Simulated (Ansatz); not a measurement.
## CrN2 under changes of volume

One of the cells (8.708 Å³/atom); the others are scaled copies at fixed shape and fractional positions:

```
CELL_PARAMETERS angstrom
3.90179 0.00000 0.00000
0.00000 4.80951 0.00000
0.00000 0.00000 2.78417
ATOMIC_POSITIONS crystal
Cr 0.00000 0.00000 0.00000
Cr 0.50000 0.50000 0.50000
N 0.86617 0.58878 0.00000
N 0.13383 0.41123 0.00000
N 0.36617 0.91122 0.50000
N 0.63383 0.08878 0.50000
```

The cell comes from a database or a generator and needn't be the stable form of this composition.

* Program: Ansatz 0.2.0
* Functional: PBE
* Potentials or basis: Ansatz PAW
* Cutoff: 420 eV (not typed: the program's choice for these potentials)
* k mesh: 7 × 6 × 10
* Occupations: fermi-dirac, width 0.05 eV
* Spin: collinear spin, ferromagnetic start
* Starting moments: [3.0, 3.0, 0.0, 0.0, 0.0, 0.0] μB

```csv
volume (Å³/atom),energy over the lowest point (meV/atom),pressure (GPa),moment (μB per cell),largest force (eV/Å)
8.185,?,?,?,?
8.359,9.94,10.6,4.21,0.537
8.534,1.82,4.5,4.23,0.296
8.708,0.00,-1.0,4.25,0.080
8.882,3.79,-5.9,4.27,0.157
9.056,12.61,-10.2,4.30,0.356
9.230,25.85,-14.1,4.32,0.548
```

**Question.** What does the run at 8.185 Å³/atom give?

**Answer.** Energy over the lowest point 25.04 meV/atom; pressure 17.4 GPa; moment 4.19 μB per cell; largest force 0.792 eV/Å.

Worked out: A Birch-Murnaghan fit of order 3 (a polynomial in V^(-2/3)) to the other rows has its minimum at 8.67 Å³/atom with B0 = V·E''(V) = 262 GPa and B' = 4.6 at fixed shape and positions, which overstates the stiffness. It gives 25.08 meV/atom at 8.185 Å³/atom, against the run's 25.04, and -dE/dV = 17.4 GPa, against 17.4. A straight line through the other rows of the moment, of slope 0.128 μB per Å³/atom, extrapolates to 4.19 μB, against the run's 4.19.

Energies are extrapolated to zero smearing.

Caveats: only a ferromagnetic start was run, and an antiferromagnetic order may lie lower in energy.
